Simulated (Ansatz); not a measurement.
# C2H2ClSi: the cost of one run

Method: RKS B3LYP-D4/def2-SVP, in Ansatz 0.2.0.

## Step 1: The structure to begin with

Bond lengths: C1–C2 1.318 Å, C2–Si3 1.753 Å, Si3–Cl4 1.916 Å, C1–H5 1.083 Å, C1–H6 1.085 Å. Angles: C1–C2–Si3 147.5°, C2–C1–H5 127.9°, C2–C1–H6 116.7°, H5–C1–H6 115.4°, C2–Si3–Cl4 156.0°.

Structure file:

```xyz
6

C    -0.2672    1.2933    0.0063
C     0.1295    0.0766   -0.3104
Si    0.2818   -1.6018    0.1723
Cl    0.7024   -3.4568   -0.0544
H    -0.7094    1.6284    0.9358
H    -0.1370    2.0602   -0.7497
```

## Step 2: End point A

input.yaml

```yaml
crystal:
  periodic: [false, false, false]
  atoms:
    - { symbol: C, position_ang: [-0.26716, 1.2933, 0.00633] }
    - { symbol: C, position_ang: [0.12947, 0.07661, -0.31041] }
    - { symbol: Si, position_ang: [0.28175, -1.60182, 0.17233] }
    - { symbol: Cl, position_ang: [0.7024, -3.45678, -0.0544] }
    - { symbol: H, position_ang: [-0.70942, 1.62845, 0.93583] }
    - { symbol: H, position_ang: [-0.13704, 2.06023, -0.74968] }
total_charge: 1
basis:
  gaussian: { orbitals: def2-SVP }
hamiltonian:
  xc: b3lyp
  dispersion: d4
relax:
  f_tol: 0.015
  max_steps: 40
output:
  orbitals: {}
```

Started as:

```
> ansatz run input.yaml --threads 1 --pin off --max-ram 2048MiB --backend cpu --events-out ev --progress --plain --runs-dir out
```

What time and memory should one allow on 1 thread of Arm Neoverse V1, shared host?

About 34 s, with a peak of 0.14 GiB.
